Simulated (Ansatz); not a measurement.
**CHFGa (doublet): from Hartree-Fock to the top rungs, cc-pVDZ**

An exercise on one series of results from a longer session: the logs are not shown, and one member is left open.

Computed with Ansatz 0.2.0, Gaussian basis. Level: cc-pVDZ, core rule «outside noble gas», up to 16 orbitals frozen.

Plan: UHF; CCSD(T) on ROHF; CCSD(T) on UHF; BCCD(T) on ROHF; CISD as a restricted active space (open shells left free, so some higher excitations enter); CCSDT(Q) on ROHF; CCSDT(Q) on UHF; CASSCF and MRCISD+Q, 9 electrons in 9 orbitals; CASSCF and NEVPT2, 9 electrons in 9 orbitals.

33 further runs of the same task are left out: 15 that didn't finish, 18 set aside as unsound or not needed. Runs told in other sessions of the task aren't counted.

## The geometry

The geometry is a PBE0/def2-TZVP stationary point (not a proven minimum) of the parent state, kept for this charge and spin. No spin-orbit coupling is included. The filled d shell of Ga may be among the frozen orbitals whatever the setting's name suggests.

4 atoms, charge 0, spin multiplicity 2.

Atoms are counted from 1 here; the program's logs count them from 0.

Bond lengths: C1–Ga2 1.933 Å, Ga2–F3 1.750 Å, Ga2–H4 1.548 Å. Angles: C1–Ga2–F3 114.3°, C1–Ga2–H4 126.5°, F3–Ga2–H4 119.1°.

As a file:

```xyz
4
CHFGa
C     0.00000   -0.85332    1.66413
Ga    0.00000    0.28057    0.09919
F     0.00000   -0.58722   -1.42047
H     0.00000    1.82838    0.08271
```

Set-up of the first run:

Input file in.yaml:

```yaml
crystal:
  periodic: [false, false, false]
  atoms:
    - {symbol: C, position_ang: [0.000000, -0.853315, 1.664130]}
    - {symbol: Ga, position_ang: [0.000000, 0.280570, 0.099192]}
    - {symbol: F, position_ang: [0.000000, -0.587217, -1.420473]}
    - {symbol: H, position_ang: [0.000000, 1.828378, 0.082706]}
basis:
  gaussian: {orbitals: cc-pVDZ}
magnetization: {spin_polarized: true, initial_magnetization: 1}
hamiltonian: {xc: hf}
output: {orbitals: {seedname: orbitals}}
```

Launch:

```sh
ansatz run in.yaml --threads 1 --pin off --events-out ev --progress --plain --max-ram 2393MiB
```

Steps of the session up to this table: UHF; CCSD(T) on ROHF; CCSD(T) on UHF; BCCD(T) on ROHF; CISD as a restricted active space (open shells left free, so some higher excitations enter); CCSDT(Q) on ROHF; CCSDT(Q) on UHF; CASSCF and MRCISD+Q, 9 electrons in 9 orbitals; CASSCF and NEVPT2, 9 electrons in 9 orbitals.

One of the session's tables, all rows but one given; the rest of the session is left out.

It belongs to the step «Misses and costs». 

```
   method  from RCCSDT(Q) (kJ/mol)
     ROHF                   +958.3
      UHF                        ?
     RMP2                   +111.9
     UMP2                    +99.5
    RCCSD                    +24.4
    UCCSD                     +9.5
 RCCSD(T)                     +5.3
 UCCSD(T)                    -16.8
  BCCD(T)                     +4.8
   RCCSDT                     +1.8
   UCCSDT                     +2.4
RCCSDT(Q)                        0
UCCSDT(Q)                     -0.1
```

Q: Estimate the row for UHF from the others.

The run gave: from RCCSDT(Q) (kJ/mol): +905.3. In the column «from RCCSDT(Q) (kJ/mol)» it lies between RMP2 (+111.9) and ROHF (+958.3).

Not comparable, so not listed: CISD as a restricted active space (open shells left free, so some higher excitations enter); CASSCF and NEVPT2, 9 electrons in 9 orbitals (they don't share determinant, frozen orbitals or solution with the rows shown, or repeat one).

Limits of these values: The determinant of HF (⟨S²⟩ 1.50) is far from a pure spin state, so its energy mixes those of several spin states; that is harmless only where they are near-degenerate. The determinant of CCSD(T) (⟨S²⟩ 1.50) is far from a pure spin state, so its energy mixes those of several spin states; high orders of coupled cluster remove much of that, low ones don't. The determinant of CCSDT(Q) (⟨S²⟩ 1.50) is far from a pure spin state, so its energy mixes those of several spin states; high orders of coupled cluster remove much of that, low ones don't. Left out of the table: CASSCF frontier, MRCISD frontier, MRCISD+Q frontier (the active space lost an orbital or holds another state than full CI finds). The program flags UCCSD(T) as in doubt, so read those rows with care; the flags are other amplitudes. Restricted and unrestricted rows rest on different reference determinants; a gap between their highest levels can come from leftover correlation error, from unlike frozen cores or from another state. Warnings in the runs' records: passed over end.
